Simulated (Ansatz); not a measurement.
# C2H5BTe: how energies converge with the basis set

Aim: see how fast density functionals converge with the basis set for C2H5BTe.

Computed with Ansatz 0.2.0, Gaussian basis. Level: one geometry, several basis sets.

Levels to be run: PBE0-D4/def2-SVP; ωB97M-V/def2-SVP; PBE0-D4/def2-QZVPP; ωB97M-V/def2-QZVPP; the functionals' def2-TZVPP values are taken from earlier runs.

### 1 Structure used throughout

All runs share one geometry, relaxed beforehand with PBE0-D4 in a triple-zeta def2 set. Te takes the def2 core potential; no spin-orbit term is included.

9 atoms, charge 0, spin multiplicity 1.

Atoms are counted from 1 here; the program's logs count them from 0.

Bond lengths: B1–C2 1.553 Å, B1–C4 1.553 Å, B1–H5 1.194 Å, C2–Te3 2.214 Å, C2–H6 1.087 Å, C2–H7 1.087 Å, Te3–C4 2.214 Å, C4–H8 1.087 Å, C4–H9 1.087 Å. Angles: C2–B1–C4 110.0°, C2–B1–H5 123.6°, C4–B1–H5 123.6°, B1–C2–Te3 73.6°, B1–C2–H6 120.6°, B1–C2–H7 121.4°, Te3–C2–H6 114.5°, Te3–C2–H7 105.0°, H6–C2–H7 113.0°, C2–Te3–C4 70.2°, B1–C4–Te3 73.6°, B1–C4–H8 120.6°, B1–C4–H9 121.4° and more.

### 2 PBE0-D4 in def2-SVP

The input, in.yaml:

```yaml
crystal:
  periodic: [false, false, false]
  atoms:
    - {symbol: B, position_ang: [-0.438531, 0.141207, -0.593727]}
    - {symbol: C, position_ang: [0.875547, 0.907492, -0.280454]}
    - {symbol: Te, position_ang: [1.258340, -1.218336, 0.205793]}
    - {symbol: C, position_ang: [-0.856732, -0.719393, 0.629632]}
    - {symbol: H, position_ang: [-0.851434, -0.037914, -1.699857]}
    - {symbol: H, position_ang: [1.490084, 1.302665, -1.084664]}
    - {symbol: H, position_ang: [1.010840, 1.438799, 0.658150]}
    - {symbol: H, position_ang: [-1.547251, -1.549872, 0.511058]}
    - {symbol: H, position_ang: [-0.852263, -0.310949, 1.636967]}
basis:
  gaussian: {orbitals: def2-SVP}
hamiltonian: {xc: pbe0, dispersion: d4}
output: {orbitals: {seedname: orbitals}}
```

Run with:

```bash
> ansatz run in.yaml --threads 2 --pin off --events-out ev --progress --plain --max-ram 4352MiB
```

Further steps of the session: ωB97M-V in def2-SVP; PBE0-D4 in def2-QZVPP; ωB97M-V in def2-QZVPP.

**Question.** What will the summary of the whole plan be? Wanted: PBE0-D4: double and triple zeta above quadruple; ωB97M-V: double and triple zeta above quadruple.

The runs gave:

```
                                       quantity          value
PBE0-D4: double and triple zeta above quadruple  3.70, 0.22 eV
ωB97M-V: double and triple zeta above quadruple  3.91, 0.22 eV
```

In words: For PBE0-D4 the step from double to triple zeta gains 3.48 eV and the next only 0.22 eV. Total energies overstate the basis error of differences, where much of it tends to cancel.
